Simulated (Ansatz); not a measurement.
**CH8B2Si: a nudged elastic band in two tries**

Aim: a band of images between two relaxed ends for this system. SMILES of the start: CBB[SiH3].

All numbers below are computed with Ansatz 0.2.0 (RKS B3LYP-D4/6-31G).

## 1. The structure to begin with

Bond lengths: C1–B2 1.578 Å, B2–B3 1.631 Å, B3–Si4 2.041 Å, C1–H5 1.094 Å, C1–H6 1.102 Å, C1–H7 1.101 Å, B2–H8 1.210 Å, B3–H9 1.199 Å, Si4–H10 1.505 Å, Si4–H11 1.510 Å, Si4–H12 1.508 Å. Angles (14 of 18 angles, heavy atoms first): C1–B2–B3 127.4°, B2–B3–Si4 121.0°, C1–B2–H8 116.2°, B3–B2–H8 116.4°, B2–C1–H5 115.8°, B2–C1–H6 108.9°, B2–C1–H7 109.6°, B2–B3–H9 124.3°, Si4–B3–H9 114.7°, B3–Si4–H10 115.1°, B3–Si4–H11 109.0°, B3–Si4–H12 110.8°, H5–C1–H6 108.2°, H5–C1–H7 108.5°.

As a file:

```xyz
12

C    -0.4957    2.0075    0.3187
B    -0.4478    0.7936   -0.6883
B    -0.6408   -0.7882   -0.3425
Si    0.9466   -1.9433    0.2150
H    -0.7621    1.7591    1.3507
H     0.4880    2.5041    0.3270
H    -1.2017    2.7669   -0.0505
H    -0.1838    1.0639   -1.8377
H    -1.6865   -1.3720   -0.4065
H     2.2747   -1.2353    0.2342
H     0.7028   -2.4724    1.6081
H     1.0832   -3.1391   -0.6941
```

## 2. First attempt

Input file input.yaml:

```yaml
crystal:
  periodic: [false, false, false]
  atoms:
    - { symbol: C, position_ang: [-0.495695, 2.00748, 0.318698] }
    - { symbol: B, position_ang: [-0.447774, 0.793635, -0.688346] }
    - { symbol: B, position_ang: [-0.640797, -0.788225, -0.342508] }
    - { symbol: Si, position_ang: [0.94659, -1.943267, 0.215027] }
    - { symbol: H, position_ang: [-0.762086, 1.759118, 1.350681] }
    - { symbol: H, position_ang: [0.487957, 2.504062, 0.326971] }
    - { symbol: H, position_ang: [-1.201694, 2.766869, -0.050532] }
    - { symbol: H, position_ang: [-0.183833, 1.06388, -1.837652] }
    - { symbol: H, position_ang: [-1.686523, -1.372032, -0.406544] }
    - { symbol: H, position_ang: [2.274748, -1.235277, 0.234205] }
    - { symbol: H, position_ang: [0.702802, -2.472377, 1.608099] }
    - { symbol: H, position_ang: [1.083204, -3.139068, -0.694098] }
basis:
  gaussian: { orbitals: "6-31G" }
hamiltonian:
  xc: b3lyp
  dispersion: d4
neb:
  order_check: false
  images: 7
  f_tol: 0.05
  max_iterations: 8
  final_atoms:
    - { symbol: H, position_ang: [2.07780377, -0.8730305, -0.37482534] }
    - { symbol: H, position_ang: [0.83351738, -2.93714695, -0.10268974] }
    - { symbol: H, position_ang: [0.85876254, -1.27694148, 1.66313155] }
    - { symbol: H, position_ang: [-1.89400578, -1.34069107, -0.21936979] }
    - { symbol: H, position_ang: [-0.8470096, -0.97902779, -1.94831157] }
    - { symbol: H, position_ang: [-0.73392012, 2.8394985, 0.0506833] }
    - { symbol: H, position_ang: [0.91186811, 2.16338993, 0.04694907] }
    - { symbol: H, position_ang: [-0.14035383, 1.91148967, 1.44430422] }
    - { symbol: Si, position_ang: [0.79438349, -1.45839584, 0.16482469] }
    - { symbol: B, position_ang: [-1.00538881, -0.74997046, -0.77712352] }
    - { symbol: B, position_ang: [-0.65016338, 0.67173347, -0.25948551] }
    - { symbol: C, position_ang: [-0.12859478, 1.97389053, 0.34591363] }
  initial_path: idpp
```

Run with:

```
ansatz run input.yaml --threads 1 --pin off --max-ram 2048MiB --backend cpu --events-out ev --progress --plain --runs-dir out
```

What does the calculation give? Wanted: first try.

As calculated:

| quantity | value |
| --- | --- |
| first try | refused |
| cause | the second end lists its atoms in reverse order, and the band pairs atoms by their place in the list |

**Reading.** The fault in the first input was caught at the input check and cost nothing.
